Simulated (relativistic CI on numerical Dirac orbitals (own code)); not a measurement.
**Ir⁷¹⁺: one ion under different settings**

How much do the settings matter for Ir⁷¹⁺? One ion, several inputs.

Method: Dirac-Coulomb-Breit CI, KLI orbitals optimised for each configuration, model QED (radiative potential, 1s self-energy scaled to tabulated hydrogen-like ionisation energies), numerical settings as typed. Code: relativistic CI on numerical Dirac orbitals (own code) version 3.

## (1) The system

| Quantity | Value |
| --- | --- |
| ion | Ir⁷¹⁺ (Ir LXXII) |
| nuclear charge | 77 |
| electrons | 6 |
| isotope | A = 193 |

## (2) Usual settings

Settings of the run:

```ini
atom Ir  Z=77  charge=71  electrons=6
nucleus A=193  rms_radius_fm=5.4032
hamiltonian dirac-coulomb  breit=on  qed=on  c_scale=1
orbitals kli  potential=per-configuration
slater_scale 1
correlation none
mixing on
grid step=0.0125 r_max=2
scf mixing=0.4 start=green max_iterations=150 tolerance=2e-08 node_fill=0.05
configurations
  [He] 2s2 2p2
  [He] 2s 2p3
end
```

The run is started by

```sh
> python run_levels.py task.json out
```

The settings of every run stand in task.json; they run in order.

## (3) Start potential thomas-fermi

Changes to the settings of step 2:

```diff
@@ -8,3 +8,3 @@
 grid step=0.0125 r_max=2
-scf mixing=0.4 start=green max_iterations=150 tolerance=2e-08 node_fill=0.05
+scf mixing=0.4 start=thomas-fermi max_iterations=150 tolerance=2e-08 node_fill=0.05
 configurations
```

## (4) Breit term off, potential mixing 0.7

Settings of the run:

```ini
atom Ir  Z=77  charge=71  electrons=6
nucleus A=193  rms_radius_fm=5.4032
hamiltonian dirac-coulomb  breit=off  qed=on  c_scale=1
orbitals kli  potential=per-configuration
slater_scale 1
correlation none
mixing on
grid step=0.0125 r_max=2
scf mixing=0.7 start=green max_iterations=150 tolerance=2e-08 node_fill=0.05
configurations
  [He] 2s2 2p2
  [He] 2s 2p3
end
```

## (5) Speed-of-light factor 0.8, tolerance 1e-10, QED terms off

Settings of the run:

```ini
atom Ir  Z=77  charge=71  electrons=6
nucleus A=193  rms_radius_fm=5.4032
hamiltonian dirac-coulomb  breit=on  qed=off  c_scale=0.8
orbitals kli  potential=per-configuration
slater_scale 1
correlation none
mixing on
grid step=0.0125 r_max=2
scf mixing=0.4 start=green max_iterations=150 tolerance=1e-10 node_fill=0.05
configurations
  [He] 2s2 2p2
  [He] 2s 2p3
end
```

## (6) Breit term off

Settings of the run:

```ini
atom Ir  Z=77  charge=71  electrons=6
nucleus A=193  rms_radius_fm=5.4032
hamiltonian dirac-coulomb  breit=off  qed=on  c_scale=1
orbitals kli  potential=per-configuration
slater_scale 1
correlation none
mixing on
grid step=0.0125 r_max=2
scf mixing=0.4 start=green max_iterations=150 tolerance=2e-08 node_fill=0.05
configurations
  [He] 2s2 2p2
  [He] 2s 2p3
end
```

(Steps that only read results are left out.)

What does the calculation give? Wanted: lowest level, usual settings; total energy; first excitation.

**Answer**, as computed:

| setting | total energy less usual (Ha) | largest shift of a level among the lowest eight of both runs, same label and place (cm⁻¹) | SCF iterations | time | lowest level | kind of change |
| --- | --- | --- | --- | --- | --- | --- |
| usual | 0 | 0 | 14 | 0.059 s | 2p2 [2p1/2^2] J=0 | - |
| start potential thomas-fermi | 0 | 0 | 16 | 0.051 s | 2p2 [2p1/2^2] J=0 | numerical |
| Breit term off, potential mixing 0.7 | -11.3 | 395000 | 13 | 0.054 s | 2p2 [2p1/2^2] J=0 | model term |
| speed-of-light factor 0.8, tolerance 1e-10, QED terms off | -676 | 2.35e+07 | 18 | 0.026 s | 2p2 [2p1/2^2] J=0 | unphysical constant |
| Breit term off | -11.3 | 395000 | 14 | 0.052 s | 2p2 [2p1/2^2] J=0 | model term |

| quantity | value |
| --- | --- |
| lowest level, usual settings | 2p2 [2p1/2^2] J=0 |
| total energy | -9487.2837 Ha |
| first excitation | 1698.39 eV |

Among the runs whose levels can be followed, they move most under «speed-of-light factor 0.8, tolerance 1e-10, QED terms off» (unphysical constant), by up to 2.35e+07 cm⁻¹. No visible change in the result comes from «start potential thomas-fermi». Only the listed configurations are in the model.
